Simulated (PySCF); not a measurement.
# A diatomic session: BeCl

An exercise on one series of results from a longer session: the logs are not shown, and one member is left open.

Computed with PySCF 2.14.0. Level: Be pcseg-2, Cl pcseg-2, no relativity.

The first run:

Settings of the job:

- atoms: Be, Cl
- charge: 0
- basis: Be pcseg-2, Cl pcseg-2
- Hamiltonian: no relativity
- basis functions: 49
- electrons treated: 21
- masses in u: 9.0122, 34.9689
- levels: PBE0, PBE, r²SCAN, PW91, MN15, BLYP, LC-ωPBE, HF, MP2, SCS-MP2, CCSD, CCSD(T)
- grid: 80 radial by 434 angular points
- occupations: held fixed by the projection of orbital angular momentum
- dissociation limit: Be + Cl, each in its ground configuration
- starting distance in angstrom: 1.930
- values of 2S to try: 1, 3

On the command line:

```console
> OMP_NUM_THREADS=1 python dia.py task.json out
```

Steps of the session up to this table: The job; First curve: PBE0; Excited determinants; PBE; r²SCAN (meta-GGA); PW91 (GGA); MN15 (hybrid meta-GGA); BLYP (GGA); LC-ωPBE; UHF; MP2 and coupled cluster.

One of the session's tables, all rows but one given; the rest of the session is left out.

It belongs to the step «The curves together». Energy (eV) from each level's lowest point:

| R (Å) | UHF | UHF-MP2 | UHF-SCS-MP2 | UHF-CCSD | UHF-CCSD(T) |
| --- | --- | --- | --- | --- | --- |
| 1.553 | 0.975 | 0.913 | 0.926 | n/a | n/a |
| 1.625 | 0.448 | 0.407 | 0.417 | 0.406 | 0.408 |
| 1.698 | 0.149 | 0.126 | 0.132 | 0.126 | 0.127 |
| 1.752 | 0.037 | 0.027 | 0.029 | 0.027 | 0.027 |
| 1.806 | 0.000 | 0.000 | 0.000 | 0.000 | 0.000 |
| 1.860 | ? | ? | ? | ? | ? |
| 1.932 | 0.117 | 0.139 | 0.133 | 0.139 | 0.137 |
| 2.023 | 0.316 | 0.351 | 0.340 | 0.350 | 0.347 |
| 2.131 | 0.627 | 0.676 | 0.659 | 0.672 | 0.667 |
| 2.276 | 1.102 | 1.166 | 1.142 | n/a | n/a |

**Question.** Estimate the row for R (Å) = 1.860.

Worked estimate for «UHF». A straight line through the neighbours (1.806, 0.000) and (1.932, 0.117) gives 0.000 + (0.117 − 0.000) × (1.860 − 1.806) / (1.932 − 1.806) = 0.050; a parabola fitted to 4 rows on both sides gives 0.026.

The run gave: UHF: 0.021; UHF-MP2: 0.031; UHF-SCS-MP2: 0.028; UHF-CCSD: 0.031; UHF-CCSD(T): 0.030. In «UHF» the line misses by +0.029 and the parabola by +0.005.
